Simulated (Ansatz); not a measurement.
# Sb: the cost of one run

Computed with Ansatz 0.2.0 (DFT PBEsol, scalar-relativistic, unless a step's input says otherwise).

## 1. Starting point

It takes space group Fm-3m (No. 225, cubic). Conventional cell: a = 4.610 Å, b = 4.610 Å, c = 4.610 Å, α = 90.00°, β = 90.00°, γ = 90.00°. Around Sb (site symmetry m-3m) lie 12 Sb at 3.26 Å.

Structure file:

```
CELL_PARAMETERS angstrom
0.00000 2.30500 2.30500
2.30500 0.00000 2.30500
2.30500 2.30500 0.00000
ATOMIC_POSITIONS crystal
Sb 0.00000 0.00000 0.00000
```

## 2. Volume × 0.94, LAPW

input.yaml reads:

```yaml
crystal:
  lattice:
    - [0.0, 2.2579459806, 2.2579459806]
    - [2.2579459806, 0.0, 2.2579459806]
    - [2.2579459806, 2.2579459806, 0.0]
  atoms:
    - { symbol: Sb, position: [0.0, 0.0, 0.0] }
kpoints:
  mp_grid: { grid: [12, 12, 12] }
  band_path:
    path:
      - [0.0, 0.0, 0.0]
      - [0.5, 0.0, 0.5]
      - [0.625, 0.25, 0.625]
      - [0.375, 0.375, 0.75]
      - [0.0, 0.0, 0.0]
      - [0.5, 0.5, 0.5]
      - [0.5, 0.25, 0.75]
      - [0.5, 0.0, 0.5]
    npoints: 5
scf:
  occupations: { method: fermi_dirac, width: 0.05 }
hamiltonian:
  xc: pbesol
  pseudopotentials: { kind: all_electron, lapw: { basis_error: 0.001 } }
output:
  forces: true
  stress: true
  eigenvalues: true
```

The run is started by

```bash
ansatz run input.yaml --threads 1 --pin off --max-ram 3072MiB --backend cpu --events-out ev --progress --plain --runs-dir out
```

Q: Estimate wall time and peak memory on 1 thread of Arm Neoverse V2, shared host.

About 4.5 s, with a peak of 0.25 GiB.
